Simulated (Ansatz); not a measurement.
# HF/aug-cc-pVTZ run of SiH2 (SMILES [SiH2])

What is the electronic atomisation energy of SiH2 at HF/aug-cc-pVTZ? 

Program for the calculation: Ansatz 0.2.0.

32 further runs of the same task are left out: 32 set aside as unsound or not needed.

### Step 1. The molecule

SiH2: 3 atoms, total charge 0, spin state singlet. SMILES: `[SiH2]`. The shape is that of a PBE0-D4/def2-TZVP optimisation.

Bond lengths: Si1–H2 1.525 Å, Si1–H3 1.525 Å. Angles: H2–Si1–H3 91.2°.

### Step 2. A single-point energy at HF/aug-cc-pVTZ

The input, job.yaml:

```yaml
crystal:
  periodic: [false, false, false]
  atoms:
    - {symbol: Si, position_ang: [-0.491200, 0.468600, -0.213600]}
    - {symbol: H, position_ang: [0.840300, 0.578600, 0.522500]}
    - {symbol: H, position_ang: [-0.349100, -1.047200, -0.308900]}
basis:
  gaussian:
    orbitals: aug-cc-pVTZ
hamiltonian:
  xc: hf
accuracy: high
output: {orbitals: {seedname: orbitals}}
```

On the command line:

```bash
$ ansatz run job.yaml --threads 1 --pin off --max-ram 3480MiB --events-out events.jsonl --progress --plain --runs-dir runs
```

What it wrote:

```text
Warning: RAYON_NUM_THREADS=1 ignored (pool sized by the plan → 1); use --threads N
Functional definition: HF
  name "HF"
  exchange = exact_x
  correlation = 0
1418 factors; integrals over basis functions are off by at most 3.9e-9 eV
mean field evaluation 1: about -7891.7370 eV, gradient 7.7e0 eV
mean field evaluation 2: about -7891.7396 eV, gradient 7.7e0 eV
mean field evaluation 4: about -7892.1284 eV, gradient 5.3e-1 eV
mean field evaluation 8: about -7892.1309 eV, gradient 2.5e-4 eV
mean field -7892.13093877 eV, -290.0304625214 hartree, gradient 1.3e-8 eV, S^2 0.000000; 0 other end points of the search recorded, 0 dependent functions left out
reference -7892.13093877 eV, -290.0304625214 hartree; 8, 8 occupied and 88, 88 virtual orbitals, 1418 factors
Total energy: -7892.13093877 eV, -290.0304625214 hartree
```

It took 1.6 s on 1 thread of Arm Neoverse V1, shared host; peak memory 0.17 GiB.

### Step 3. The H atom at the same level

The input, molecule.yaml:

```yaml
crystal:
  periodic: [false, false, false]
  atoms:
    - {symbol: H, position_ang: [0.000000, 0.000000, 0.000000]}
basis:
  gaussian: {orbitals: aug-cc-pVTZ}
magnetization: {spin_polarized: true, initial_magnetization: 1}
hamiltonian: {xc: hf}
accuracy: high
```

Run the same way, it converges to -0.49982 Eh (log not shown).

### Step 4. The Si atom at the same level

The input, job.yaml:

```yaml
crystal:
  periodic: [false, false, false]
  atoms:
    - symbol: Si
      position_ang: [0.000000, 0.000000, 0.000000]
basis:
  gaussian: {orbitals: aug-cc-pVTZ}
magnetization: {spin_polarized: true, initial_magnetization: 2}
hamiltonian: {xc: hf}
accuracy: high
```

Run the same way, it converges to -288.85663 Eh (log not shown).

### Step 5. What came out

At HF/aug-cc-pVTZ:

| quantity | value |
| --- | --- |
| molecule: total energy | -290.03046 Eh |
| molecule: HOMO energy | -9.25 eV |
| molecule: LUMO energy | -0.08 eV |
| molecule: HOMO–LUMO gap | 9.16 eV |
| H atom: total energy | -0.49982 Eh |
| H atom: ⟨S²⟩ | 0.750 |
| Si atom: total energy | -288.85663 Eh |
| Si atom: ⟨S²⟩ | 2.015 |
| electronic atomisation energy | 4.740 eV |

**Reading.** Taking the molecule apart into free atoms costs 4.74 eV (109 kcal/mol), before zero-point energy and without spin-orbit coupling. Hartree–Fock lacks the correlation of the bonding pairs, which as a rule makes this value much too low; in minimal bases other errors can mask that.
